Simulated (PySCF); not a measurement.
# SiCNCl2F (SMILES N#C[Si](F)(Cl)Cl) at HF/def2-SVP (density fitting)

What is the vertical ionisation energy of SiCNCl2F at HF/def2-SVP (density fitting)? 

The results are computed with PySCF 2.14.0.

2 further runs of the same task are left out: 2 set aside as unsound or not needed.

## Step 1: The system as given

The species is SiCNCl2F (6 atoms), meant as a singlet with charge 0. As SMILES, `N#C[Si](F)(Cl)Cl`. The coordinates come from a PBE0-D4/def2-TZVP relaxation.

Bond lengths: N1–C2 1.151 Å, C2–Si3 1.830 Å, Si3–F4 1.572 Å, Si3–Cl5 2.006 Å, Si3–Cl6 2.006 Å. Angles: N1–C2–Si3 179.1°, C2–Si3–F4 107.4°, C2–Si3–Cl5 109.0°, C2–Si3–Cl6 109.0°, F4–Si3–Cl5 109.6°, F4–Si3–Cl6 109.6°, Cl5–Si3–Cl6 112.0°.

## Step 2: The energy at HF/def2-SVP (density fitting)

The input, run.py:

```python
from pyscf import gto
from pyscf import df

mol = gto.M(
    atom='''
N      1.752600    -1.361000     1.114200
C      0.923100    -0.763300     0.585900
Si    -0.381900     0.210300    -0.249400
F     -1.471500    -0.801900    -0.758800
Cl     0.422900     1.177100    -1.812500
Cl    -1.203100     1.474700     1.074300
''',
    max_memory=1860,
    basis='def2-svp',
    charge=0,
    verbose=4,
)

calc0 = mol.RHF()
calc0 = calc0.density_fit(auxbasis=df.aug_etb(mol, beta=2.0))
calc0.conv_tol = 1e-10
calc0.kernel()
if not calc0.converged:
    calc0 = calc0.newton().run(calc0.mo_coeff, calc0.mo_occ)

e_final = calc0.e_tot
print(f'total energy: {e_final:.8f} hartree')
```

Command:

```sh
$ OMP_NUM_THREADS=1 python run.py
```

Output:

```text
PySCF version 2.14.0

[INPUT] num. atoms = 6
[INPUT] num. electrons = 70
[INPUT] charge = 0
[INPUT] spin (= nelec alpha-beta = 2S) = 0
[INPUT] symmetry False subgroup None
[INPUT] Mole.unit = angstrom
[INPUT] Symbol           X                Y                Z      unit          X                Y                Z       unit  Magmom
[INPUT]  1 N      1.752600000000  -1.361000000000   1.114200000000 AA    3.311934005913  -2.571917255533   2.105532847990 Bohr   0.0
[INPUT]  2 C      0.923100000000  -0.763300000000   0.585900000000 AA    1.744406185586  -1.442427950881   1.107190536383 Bohr   0.0
[INPUT]  3 Si    -0.381900000000   0.210300000000  -0.249400000000 AA   -0.721686406971   0.397409403996  -0.471297695467 Bohr   0.0
[INPUT]  4 F     -1.471500000000  -0.801900000000  -0.758800000000 AA   -2.780731992297  -1.515371379289  -1.433924183320 Bohr   0.0
[INPUT]  5 Cl     0.422900000000   1.177100000000  -1.812500000000 AA    0.799165178079   2.224396621226  -3.425128600774 Bohr   0.0
[INPUT]  6 Cl    -1.203100000000   1.474700000000   1.074300000000 AA   -2.273529500464   2.786779115896   2.030132775620 Bohr   0.0

nuclear repulsion = 414.637220316371
number of shells = 42
number of NR pGTOs = 180
number of NR cGTOs = 96
basis = def2-svp
ecp = {}
ETB for C: l = 0, exps = 0.26180365336 * 2^n , n = 0..13
ETB for C: l = 1, exps = 0.28275002646415065 * 2^n , n = 0..9
ETB for C: l = 2, exps = 0.3053722759 * 2^n , n = 0..7
ETB for C: l = 3, exps = 0.6989961669708926 * 2^n , n = 0..3
ETB for C: l = 4, exps = 1.6 * 2^n , n = 0..0
ETB for Si: l = 0, exps = 0.155988190936 * 2^n , n = 0..16
ETB for Si: l = 1, exps = 0.17670370430143448 * 2^n , n = 0..13
ETB for Si: l = 2, exps = 0.20017027524 * 2^n , n = 0..10
ETB for Si: l = 3, exps = 0.3743249826928467 * 2^n , n = 0..5
ETB for Si: l = 4, exps = 0.7 * 2^n , n = 0..0
ETB for N: l = 0, exps = 0.37529184506 * 2^n , n = 0..13
ETB for N: l = 1, exps = 0.4059381179630522 * 2^n , n = 0..9
ETB for N: l = 2, exps = 0.43908696068 * 2^n , n = 0..7
ETB for N: l = 3, exps = 0.9371093433319294 * 2^n , n = 0..3
ETB for N: l = 4, exps = 2.0 * 2^n , n = 0..0
ETB for Cl: l = 0, exps = 0.3369771238 * 2^n , n = 0..15
ETB for Cl: l = 1, exps = 0.37654278735889146 * 2^n , n = 0..13
ETB for Cl: l = 2, exps = 0.42075399396 * 2^n , n = 0..10
ETB for Cl: l = 3, exps = 0.7395810923407926 * 2^n , n = 0..5
ETB for Cl: l = 4, exps = 1.3 * 2^n , n = 0..0
ETB for F: l = 0, exps = 0.66494693496 * 2^n , n = 0..13
ETB for F: l = 1, exps = 0.6805883229328094 * 2^n , n = 0..9
ETB for F: l = 2, exps = 0.69659763954 * 2^n , n = 0..7
ETB for F: l = 3, exps = 1.3965934951559813 * 2^n , n = 0..3
ETB for F: l = 4, exps = 2.8 * 2^n , n = 0..0

******** <class 'pyscf.df.df_jk.DFRHF'> ********
method = DFRHF
initial guess = minao
damping factor = 0
level_shift factor = 0
DIIS = <class 'pyscf.scf.diis.CDIIS'>
diis_start_cycle = 1
diis_space = 8
diis_damp = 0
SCF conv_tol = 1e-10
SCF conv_tol_grad = None
SCF max_cycles = 50
direct_scf = False
Set gradient conv threshold to 1e-05
Initial guess from minao.
******** <class 'pyscf.df.df.DF'> ********
auxbasis = {'C': [[0, [np.float64(2144.69552832512), 1]], [0, [np.float64(1072.34776416256), 1]], [0, [np.float64(536.17388208128), 1]], [0, [np.float64(268.08694104064), 1]], [0, [np.float64(134.04347052032), 1]], [0, [np.float64(67.02173526016), 1]], [0, [np.float64(33.51086763008), 1]], [0, [np.float64(16.75543381504), 1]], [0, [np.float64(8.37771690752), 1]], [0, [np.float64(4.18885845376), 1]], [0, [np.float64(2.09442922688), 1]], [0, [np.float64(1.04721461344), 1]], [0, [np.float64(0.52360730672), 1]], [0, [np.float64(0.26180365336), 1]], [1, [np.float64(144.76801354964513), 1]], [1, [np.float64(72.38400677482257), 1]], [1, [np.float64(36.19200338741128), 1]], [1, [np.float64(18.09600169370564), 1]], [1, [np.float64(9.04800084685282), 1]], [1, [np.float64(4.52400042342641), 1]], [1, [np.float64(2.262000211713205), 1]], [1, [np.float64(1.1310001058566026), 1]], [1, [np.float64(0.5655000529283013), 1]], [1, [np.float64(0.28275002646415065), 1]], [2, [np.float64(39.0876513152), 1]], [2, [np.float64(19.5438256576), 1]], [2, [np.float64(9.7719128288), 1]], [2, [np.float64(4.8859564144), 1]], [2, [np.float64(2.4429782072), 1]], [2, [np.float64(1.2214891036), 1]], [2, [np.float64(0.6107445518), 1]], [2, [np.float64(0.3053722759), 1]], [3, [np.float64(5.591969335767141), 1]], [3, [np.float64(2.7959846678835705), 1]], [3, [np.float64(1.3979923339417852), 1]], [3, [np.float64(0.6989961669708926), 1]], [4, [np.float64(1.6), 1]]], 'Si': [[0, [np.float64(10222.842081181696), 1]], [0, [np.float64(5111.421040590848), 1]], [0, [np.float64(2555.710520295424), 1]], [0, [np.float64(1277.855260147712), 1]], [0, [np.float64(638.927630073856), 1]], [0, [np.float64(319.463815036928), 1]], [0, [np.float64(159.731907518464), 1]], [0, [np.float64(79.865953759232), 1]], [0, [np.float64(39.932976879616), 1]], [0, [np.float64(19.966488439808), 1]], [0, [np.float64(9.983244219904), 1]], [0, [np.float64(4.991622109952), 1]], [0, [np.float64(2.495811054976), 1]], [0, [np.float64(1.247905527488), 1]], [0, [np.float64(0.623952763744), 1]], [0, [np.float64(0.311976381872), 1]], [0, [np.float64(0.155988190936), 1]], [1, [np.float64(1447.5567456373512), 1]], [1, [np.float64(723.7783728186756), 1]], [1, [np.float64(361.8891864093378), 1]], [1, [np.float64(180.9445932046689), 1]], [1, [np.float64(90.47229660233445), 1]], [1, [np.float64(45.236148301167226), 1]], [1, [np.float64(22.618074150583613), 1]], [1, [np.float64(11.309037075291807), 1]], [1, [np.float64(5.654518537645903), 1]], [1, [np.float64(2.8272592688229516), 1]], [1, [np.float64(1.4136296344114758), 1]], [1, [np.float64(0.7068148172057379), 1]], [1, [np.float64(0.35340740860286896), 1]], [1, [np.float64(0.17670370430143448), 1]], [2, [np.float64(204.97436184576), 1]], [2, [np.float64(102.48718092288), 1]], [2, [np.float64(51.24359046144), 1]], [2, [np.float64(25.62179523072), 1]], [2, [np.float64(12.81089761536), 1]], [2, [np.float64(6.40544880768), 1]], [2, [np.float64(3.20272440384), 1]], [2, [np.float64(1.60136220192), 1]], [2, [np.float64(0.80068110096), 1]], [2, [np.float64(0.40034055048), 1]], [2, [np.float64(0.20017027524), 1]], [3, [np.float64(11.978399446171094), 1]], [3, [np.float64(5.989199723085547), 1]], [3, [np.float64(2.9945998615427736), 1]], [3, [np.float64(1.4972999307713868), 1]], [3, [np.float64(0.7486499653856934), 1]], [3, [np.float64(0.3743249826928467), 1]], [4, [np.float64(0.7), 1]]], 'N': [[0, [np.float64(3074.39079473152), 1]], [0, [np.float64(1537.19539736576), 1]], [0, [np.float64(768.59769868288), 1]], [0, [np.float64(384.29884934144), 1]], [0, [np.float64(192.14942467072), 1]], [0, [np.float64(96.07471233536), 1]], [0, [np.float64(48.03735616768), 1]], [0, [np.float64(24.01867808384), 1]], [0, [np.float64(12.00933904192), 1]], [0, [np.float64(6.00466952096), 1]], [0, [np.float64(3.00233476048), 1]], [0, [np.float64(1.50116738024), 1]], [0, [np.float64(0.75058369012), 1]], [0, [np.float64(0.37529184506), 1]], [1, [np.float64(207.84031639708272), 1]], [1, [np.float64(103.92015819854136), 1]], [1, [np.float64(51.96007909927068), 1]], [1, [np.float64(25.98003954963534), 1]], [1, [np.float64(12.99001977481767), 1]], [1, [np.float64(6.495009887408835), 1]], [1, [np.float64(3.2475049437044174), 1]], [1, [np.float64(1.6237524718522087), 1]], [1, [np.float64(0.8118762359261044), 1]], [1, [np.float64(0.4059381179630522), 1]], [2, [np.float64(56.20313096704), 1]], [2, [np.float64(28.10156548352), 1]], [2, [np.float64(14.05078274176), 1]], [2, [np.float64(7.02539137088), 1]], [2, [np.float64(3.51269568544), 1]], [2, [np.float64(1.75634784272), 1]], [2, [np.float64(0.87817392136), 1]], [2, [np.float64(0.43908696068), 1]], [3, [np.float64(7.496874746655435), 1]], [3, [np.float64(3.7484373733277176), 1]], [3, [np.float64(1.8742186866638588), 1]], [3, [np.float64(0.9371093433319294), 1]], [4, [np.float64(2.0), 1]]], 'Cl': [[0, [np.float64(11042.0663926784), 1]], [0, [np.float64(5521.0331963392), 1]], [0, [np.float64(2760.5165981696), 1]], [0, [np.float64(1380.2582990848), 1]], [0, [np.float64(690.1291495424), 1]], [0, [np.float64(345.0645747712), 1]], [0, [np.float64(172.5322873856), 1]], [0, [np.float64(86.2661436928), 1]], [0, [np.float64(43.1330718464), 1]], [0, [np.float64(21.5665359232), 1]], [0, [np.float64(10.7832679616), 1]], [0, [np.float64(5.3916339808), 1]], [0, [np.float64(2.6958169904), 1]], [0, [np.float64(1.3479084952), 1]], [0, [np.float64(0.6739542476), 1]], [0, [np.float64(0.3369771238), 1]], [1, [np.float64(3084.638514044039), 1]], [1, [np.float64(1542.3192570220194), 1]], [1, [np.float64(771.1596285110097), 1]], [1, [np.float64(385.57981425550486), 1]], [1, [np.float64(192.78990712775243), 1]], [1, [np.float64(96.39495356387621), 1]], [1, [np.float64(48.19747678193811), 1]], [1, [np.float64(24.098738390969054), 1]], [1, [np.float64(12.049369195484527), 1]], [1, [np.float64(6.024684597742263), 1]], [1, [np.float64(3.0123422988711317), 1]], [1, [np.float64(1.5061711494355658), 1]], [1, [np.float64(0.7530855747177829), 1]], [1, [np.float64(0.37654278735889146), 1]], [2, [np.float64(430.85208981504), 1]], [2, [np.float64(215.42604490752), 1]], [2, [np.float64(107.71302245376), 1]], [2, [np.float64(53.85651122688), 1]], [2, [np.float64(26.92825561344), 1]], [2, [np.float64(13.46412780672), 1]], [2, [np.float64(6.73206390336), 1]], [2, [np.float64(3.36603195168), 1]], [2, [np.float64(1.68301597584), 1]], [2, [np.float64(0.84150798792), 1]], [2, [np.float64(0.42075399396), 1]], [3, [np.float64(23.666594954905364), 1]], [3, [np.float64(11.833297477452682), 1]], [3, [np.float64(5.916648738726341), 1]], [3, [np.float64(2.9583243693631704), 1]], [3, [np.float64(1.4791621846815852), 1]], [3, [np.float64(0.7395810923407926), 1]], [4, [np.float64(1.3), 1]]], 'F': [[0, [np.float64(5447.24529119232), 1]], [0, [np.float64(2723.62264559616), 1]], [0, [np.float64(1361.81132279808), 1]], [0, [np.float64(680.90566139904), 1]], [0, [np.float64(340.45283069952), 1]], [0, [np.float64(170.22641534976), 1]], [0, [np.float64(85.11320767488), 1]], [0, [np.float64(42.55660383744), 1]], [0, [np.float64(21.27830191872), 1]], [0, [np.float64(10.63915095936), 1]], [0, [np.float64(5.31957547968), 1]], [0, [np.float64(2.65978773984), 1]], [0, [np.float64(1.32989386992), 1]], [0, [np.float64(0.66494693496), 1]], [1, [np.float64(348.4612213415984), 1]], [1, [np.float64(174.2306106707992), 1]], [1, [np.float64(87.1153053353996), 1]], [1, [np.float64(43.5576526676998), 1]], [1, [np.float64(21.7788263338499), 1]], [1, [np.float64(10.88941316692495), 1]], [1, [np.float64(5.444706583462475), 1]], [1, [np.float64(2.7223532917312374), 1]], [1, [np.float64(1.3611766458656187), 1]], [1, [np.float64(0.6805883229328094), 1]], [2, [np.float64(89.16449786112), 1]], [2, [np.float64(44.58224893056), 1]], [2, [np.float64(22.29112446528), 1]], [2, [np.float64(11.14556223264), 1]], [2, [np.float64(5.57278111632), 1]], [2, [np.float64(2.78639055816), 1]], [2, [np.float64(1.39319527908), 1]], [2, [np.float64(0.69659763954), 1]], [3, [np.float64(11.17274796124785), 1]], [3, [np.float64(5.586373980623925), 1]], [3, [np.float64(2.7931869903119626), 1]], [3, [np.float64(1.3965934951559813), 1]], [4, [np.float64(2.8), 1]]]}
init E= -1400.05445116759
  HOMO = -0.392618426767929  LUMO = 0.0226327990999207  gap/eV = 11.29956
cycle= 1 E= -1399.17357728406  delta_E= 0.881  |g|= 0.732  |ddm|= 2.87
  HOMO = -0.51578405464333  LUMO = 0.0300426816677914  gap/eV = 14.85270
cycle= 2 E= -1399.24625859266  delta_E= -0.0727  |g|= 0.573  |ddm|= 1.06
  HOMO = -0.49904684605149  LUMO = 0.0833069985984509  gap/eV = 15.84666
cycle= 3 E= -1399.31573237816  delta_E= -0.0695  |g|= 0.0837  |ddm|= 0.477
  HOMO = -0.494143360986189  LUMO = 0.0965568260445497  gap/eV = 16.07377
cycle= 4 E= -1399.31776538183  delta_E= -0.00203  |g|= 0.0379  |ddm|=  0.1
  HOMO = -0.494614217089075  LUMO = 0.0962107766085971  gap/eV = 16.07717
cycle= 5 E= -1399.31813785856  delta_E= -0.000372  |g|= 0.00654  |ddm|= 0.049
  HOMO = -0.49510313753696  LUMO = 0.0951012680352425  gap/eV = 16.06028
cycle= 6 E= -1399.31815344762  delta_E= -1.56e-05  |g|= 0.0027  |ddm|= 0.00962
  HOMO = -0.495137270934103  LUMO = 0.0952730841678004  gap/eV = 16.06588
cycle= 7 E= -1399.31815596681  delta_E= -2.52e-06  |g|= 0.000759  |ddm|= 0.00412
  HOMO = -0.495065030410666  LUMO = 0.095314232833648  gap/eV = 16.06504
cycle= 8 E= -1399.31815617708  delta_E= -2.1e-07  |g|= 0.000154  |ddm|= 0.0014
  HOMO = -0.495077414155059  LUMO = 0.0953138527426916  gap/eV = 16.06536
cycle= 9 E= -1399.31815618651  delta_E= -9.43e-09  |g|= 2.56e-05  |ddm|= 0.000293
  HOMO = -0.495074971622838  LUMO = 0.0953162714517579  gap/eV = 16.06536
cycle= 10 E= -1399.31815618688  delta_E= -3.72e-10  |g|= 6.62e-06  |ddm|= 6.16e-05
  HOMO = -0.495075134865813  LUMO = 0.0953156731289782  gap/eV = 16.06535
cycle= 11 E= -1399.31815618691  delta_E= -2.77e-11  |g|= 2.6e-06  |ddm|= 1.38e-05
  HOMO = -0.495075292674244  LUMO = 0.0953159119110931  gap/eV = 16.06536
Extra cycle  E= -1399.31815618691  delta_E= -4.55e-12  |g|= 1.45e-06  |ddm|= 3.84e-06
converged SCF energy = -1399.31815618691
total energy: -1399.31815619 hartree
```

Run time: 2.9 s. Hardware: 1 thread of Arm Neoverse V1, shared host; peak memory 0.19 GiB.

## Step 3: The doublet cation

The input, geometry.xyz:

```xyz
6
CCl2FNSi
N      1.752600    -1.361000     1.114200
C      0.923100    -0.763300     0.585900
Si    -0.381900     0.210300    -0.249400
F     -1.471500    -0.801900    -0.758800
Cl     0.422900     1.177100    -1.812500
Cl    -1.203100     1.474700     1.074300
```

The input, run.py:

```python
from pyscf import gto
from pyscf import df

system = gto.M(
    atom='geometry.xyz',
    charge=1,
    basis='def2-svp',
    verbose=3,
    max_memory=1860,
    spin=1,
)

calc0 = system.UHF()
calc0 = calc0.density_fit(auxbasis=df.aug_etb(system, beta=2.0))
calc0.conv_tol = 1e-10
calc0.kernel()
if not calc0.converged:
    calc0 = calc0.newton().run(calc0.mo_coeff, calc0.mo_occ)

e_tot = calc0.e_tot
print('E = %.10f Eh' % e_tot)
```

Command:

```sh
$ OMP_NUM_THREADS=1 python run.py
```

Output:

```text
converged SCF energy = -1398.85857562049  <S^2> = 0.87191426  2S+1 = 2.1184091
E = -1398.8585756205 Eh
```

Run time: 11 s. Hardware: 1 thread of Arm Neoverse V1, shared host; peak memory 0.19 GiB.

## Step 4: What came out

At HF/def2-SVP (density fitting):

| quantity | value |
| --- | --- |
| singlet SiCNCl2F: total energy | -1399.31816 Eh |
| singlet SiCNCl2F: dipole moment | 2.14 D |
| singlet SiCNCl2F: HOMO energy | -13.47 eV |
| singlet SiCNCl2F: LUMO energy | 2.59 eV |
| singlet SiCNCl2F: HOMO–LUMO gap | 16.07 eV |
| doublet cation: total energy | -1398.85858 Eh |
| doublet cation: HOMO energy (highest over α and β) | -17.92 eV |
| doublet cation: LUMO energy (lowest over α and β) | -10.25 eV |
| doublet cation: ⟨S²⟩ | 0.872 |
| vertical ionisation energy (to the doublet cation) | 12.506 eV |

In words: Removing an electron at fixed nuclei costs 12.51 eV (288 kcal/mol). −ε(HOMO) before ionisation, 13.47 eV, is 0.97 eV above this ionisation energy. Mulliken charges (singlet SiCNCl2F) run from -0.41 on F4 to +1.29 on Si3. ⟨S²⟩ (doublet cation) is 0.87 where a pure doublet has 0.75: the reference is spin-contaminated. Mulliken charges (doublet cation) run from -0.37 on F4 to +1.25 on Si3.
